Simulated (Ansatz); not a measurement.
Working through a rigid scan of one bond length of C2H6GeTe, SMILES C=[C]([GeH3])[TeH]

Computed with Ansatz's Python interface.

Notebook, run cell by cell (the value of a cell's last expression is shown):

**Cell 1**
```python
import ansatz as az
from ase import Atoms
import matplotlib.pyplot as plt
import numpy as np
```

**Cell 2**
```python
atoms = Atoms(["C", "C", "Ge", "Te", "H", "H", "H", "H", "H", "H"], positions=[
    (-1.2356, 0.7999, -0.3513),
    (-0.161, 0.1356, -0.4544),
    (0.3143, -1.0756, 0.9349),
    (1.1759, 0.3584, -2.1499),
    (-1.5641, 1.5239, -1.1722),
    (-1.9337, 0.7602, 0.4994),
    (1.7188, -1.7555, 0.5912),
    (-0.7142, -2.1397, 1.1059),
    (0.5083, -0.2754, 2.3182),
    (1.9744, 1.6172, -1.3189),
])
system = az.Crystal.molecule_from_ase(atoms)
```

**Cell 3**
```python
symbols = [site.symbol for site in system.cartesian_sites]
start = np.array([site.position_ang for site in system.cartesian_sites])
axis = (start[8] - start[2]) / np.linalg.norm(start[8] - start[2])
moving = [8]
lengths, energies = [1.37, 1.48, 1.61, 1.77, 2.01, 2.41, 2.9, 3.54], []
for length in lengths:
    xyz = start.copy()
    xyz[moving] += (length - np.linalg.norm(start[8] - start[2])) * axis
    point = az.Crystal.molecule()
    for symbol, xyz in zip(symbols, xyz):
        point = point.atom(symbol, xyz.tolist())
    calc = (
        point.calculation()
        .basis(gaussian="def2-SVP")
        .functional("cam_b3lyp")
        .spin("collinear")
    )
    data = calc.run(threads=1).report
    energies.append(data["free_energy_ev"])
    print(f"r = {length:6.3f} A  E = {energies[-1]:.5f} eV  <S^2> = {abs(data['mean_field']['state']['spin_squared']):.3f}")
```
Output:
```text
r =  1.370 A  E = -65974.05470 eV  <S^2> = 0.000
r =  1.480 A  E = -65974.33588 eV  <S^2> = 0.000
r =  1.610 A  E = -65974.32988 eV  <S^2> = 0.000
r =  1.770 A  E = -65974.03795 eV  <S^2> = 0.000
r =  2.010 A  E = -65973.34369 eV  <S^2> = 0.000
r =  2.410 A  E = -65972.08684 eV  <S^2> = 0.000
r =  2.900 A  E = -65971.09649 eV  <S^2> = 0.604
r =  3.540 A  E = -65970.71463 eV  <S^2> = 0.920
```

**Cell 4**
```python
print("energy above the lowest point (eV):", [round(e - min(energies), 3) for e in energies])
plt.figure(figsize=(4.5, 3))
plt.plot(lengths, np.array(energies) - min(energies), "o-")
plt.xlabel("bond length (A)")
plt.ylabel("E - E(min) (eV)")
plt.tight_layout()
plt.savefig("scan.png", dpi=100)
```
Output:
```text
energy above the lowest point (eV): [0.281, 0.0, 0.006, 0.298, 0.992, 2.249, 3.239, 3.621]
```

Total energies depend on the basis set; only differences at equal settings carry meaning. The rest of the molecule is held rigid at a force-field or estimated start geometry, and the basis set is modest; single-reference methods fail as a bond breaks. def2 sets replace the cores of elements past krypton by effective core potentials. The expectation value of S² is noticeably off S(S+1) in at least one run, so that state is spin-contaminated. It ran for 2.4 min on 1 thread of Arm Neoverse V1, on a shared host, peak memory 0.68 GiB.

(Lines on the test bed's own set-up are left out of the output.)
